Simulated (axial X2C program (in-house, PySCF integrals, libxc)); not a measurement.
**TiCl⁻: properties at the nuclei**

Aim: properties at the nuclei of TiCl⁻, with spin–orbit coupling in the Hamiltonian from the start.

Program: an in-house X2C program for linear molecules on PySCF integrals. Level of theory: two-component X2C with atomic mean-field terms, Ti dyall-acv3z, Cl dyall-av3z. These are calculated values, not measurements.

### 1 Input

task.json

```json
{
 "zs": [
  22,
  17
 ],
 "q": -1,
 "bas": [
  "dyall-acv3z",
  "dyall-av3z"
 ],
 "r0": 2.35,
 "levels": [
  "PBE0",
  "HF",
  "TPSSh",
  "LDA",
  "BP86"
 ],
 "nst": 3
}
```

Keys: zs atomic numbers; q charge; bas basis sets; r0 starting distance in Å; levels methods (HF also brings MP2); nst determinants followed.

On the command line:

```console
$ python soeom.py task.json out
```

After this run come: Expectation values, lowest determinant; Expectation values, a higher determinant; Expectation values, a higher determinant.

Q: Predict the outcome of this session. Wanted: lowest determinant; Eeff magnitude; Ws magnitude Ti; A∥/gI Ti; qzz Ti; higher determinant (for each run or level that gives them).

**Answer**, as computed:

| quantity | value |
| --- | --- |
| lowest determinant | Ω = 2 (excess of +ω over −ω: ω = 1/2, ω = 3/2) |
| Eeff magnitude (GV/cm), PBE0 | 0.0773 |
| Ws magnitude Ti (kHz), PBE0 | 0.00955 |
| A∥/gI Ti (MHz), PBE0 | 229 |
| qzz Ti (a.u.), PBE0 | -0.55 |
| higher determinant | Ω = 1 (excess of +ω over −ω: ω = -3/2, ω = 5/2) |
| Eeff magnitude (GV/cm), PBE0, higher determinant | 0.177 |
| Ws magnitude Ti (kHz), PBE0, higher determinant | 0.0578 |
| A∥/gI Ti (MHz), PBE0, higher determinant | -10.3 |
| qzz Ti (a.u.), PBE0, higher determinant | 0.72 |
| higher determinant | Ω = 4 (excess of +ω over −ω: ω = 3/2, ω = 5/2) |
| Eeff magnitude (GV/cm), PBE0, higher determinant | 0.0784 |
| Ws magnitude Ti (kHz), PBE0, higher determinant | 0.00478 |
| A∥/gI Ti (MHz), PBE0, higher determinant | 143 |
| qzz Ti (a.u.), PBE0, higher determinant | -0.55 |

In words: In the first state, the effective field runs from 0.0773 to 0.388 GV/cm over the mean-field levels, so the levels don't agree on it. The expectation values come from single determinants, which for open shells can mix terms of unlike spin or miss the lowest Ω, so a determinant need not be a state. Eeff is the effective electric field on the electron dipole moment in this Ω state and Ws the scalar–pseudoscalar constant (defined with the proton number Z and per Ω); A∥ is the parallel hyperfine constant, which follows by multiplying with the nuclear g factor gI = μI/(I μN); qzz is the electric field gradient, eQq0 = 234.96 MHz × Q/barn × qzz. The operators were transformed with the bare-nucleus X2C matrices. A second determinant lies within 0.1 eV of the first, so their order is not settled at this level.
